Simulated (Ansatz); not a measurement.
# TaRu: pressure against volume

One table from this session's results is given with a row withheld; the runs are named, their logs left out.

Program: Ansatz 0.2.0. Level of theory: DFT LDA, scalar-relativistic. These are calculated values, not measurements.

**Starting point**

It takes space group P4/mmm (No. 123, tetragonal). Conventional cell: a = 3.053 Å, b = 3.053 Å, c = 3.389 Å, α = 90.00°, β = 90.00°, γ = 90.00°. Ta (site symmetry 4/mmm) has 8 Ru at 2.74 Å and 4 Ta at 3.05 Å as nearest neighbours. Around Ru (site symmetry 4/mmm) lie 8 Ta at 2.74 Å and 4 Ru at 3.05 Å.

Structure file:

```cif
data_structure
_symmetry_space_group_name_H-M 'P 1'
_symmetry_Int_Tables_number 1
_cell_length_a 3.0530
_cell_length_b 3.0530
_cell_length_c 3.3890
_cell_angle_alpha 90.000
_cell_angle_beta 90.000
_cell_angle_gamma 90.000
_cell_volume 31.59
loop_
_atom_site_label
_atom_site_type_symbol
_atom_site_fract_x
_atom_site_fract_y
_atom_site_fract_z
_atom_site_occupancy
Ta1 Ta 0.50000 0.50000 0.50000 1
Ru1 Ru 0.00000 0.00000 0.00000 1
```

Atoms are numbered in the order of the input: Ta1, Ru2.

Set-up of the first run:

Input file input.yaml:

```yaml
crystal:
  lattice:
    - [3.0117381852, 0.0, 0.0]
    - [0.0, 3.0117381852, 0.0]
    - [0.0, 0.0, 3.343197088]
  atoms:
    - { symbol: Ta, position: [0.5, 0.5, 0.5] }
    - { symbol: Ru, position: [0.0, 0.0, 0.0] }
kpoints:
  mp_grid: { grid: [11, 11, 10] }
  band_path:
    path:
      - [0.0, 0.0, 0.0]
      - [0.0, 0.5, 0.0]
      - [0.5, 0.5, 0.0]
      - [0.0, 0.0, 0.0]
      - [0.0, 0.0, 0.5]
      - [0.0, 0.5, 0.5]
      - [0.5, 0.5, 0.5]
      - [0.0, 0.0, 0.5]
      - [0.0, 0.5, 0.0]
    npoints: 5
scf:
  occupations: { method: fermi_dirac, width: 0.05 }
hamiltonian:
  xc: lda
  pseudopotentials: { kind: all_electron, lapw: { basis_error: 0.0005 } }
output:
  forces: true
  stress: true
  eigenvalues: true
```

Command:

```sh
> ansatz run input.yaml --threads 1 --pin off --max-ram 3072MiB --backend cpu --events-out ev --progress --plain --runs-dir out
```

Steps of the session up to this table: Volume × 0.96, LAPW; Volume × 0.96, PAW; Volume × 0.96, crystal datasets; Volume × 0.99, LAPW; Volume × 0.99, PAW; Volume × 0.99, crystal datasets; Volume × 1.02, LAPW; Volume × 1.02, PAW; Volume × 1.02, crystal datasets; Volume × 1.06, LAPW; Volume × 1.06, PAW; Volume × 1.06, crystal datasets.

One of the session's tables, all rows but one given; the rest of the session is left out.

| method | volume (Å³/atom) | pressure (GPa) |
| --- | --- | --- |
| LAPW | 15.162 | 0.44 |
| LAPW | 15.636 | -7.84 |
| LAPW | 16.110 | -14.87 |
| LAPW | 16.742 | -22.60 |
| PAW | 15.162 | 0.34 |
| PAW | 15.636 | -7.96 |
| PAW | 16.110 | -15.01 |
| PAW | 16.742 | ? |
| crystal datasets | 15.162 | 0.44 |
| crystal datasets | 15.636 | -7.84 |
| crystal datasets | 16.110 | -14.87 |
| crystal datasets | 16.742 | -22.60 |

Estimate the missing values for PAW, 16.742.

The run gave: pressure (GPa): -22.76. In the column «pressure (GPa)» it is the lowest.

Caveats from the session: Shape and positions are held, so a fully relaxed modulus can be lower. Spin-orbit coupling is left out, though the cell holds Ta; in elements this heavy it can shift bands and gaps by tenths of an eV. Warnings in the runs' records: gradients without spin orbit, crystal datasets made.
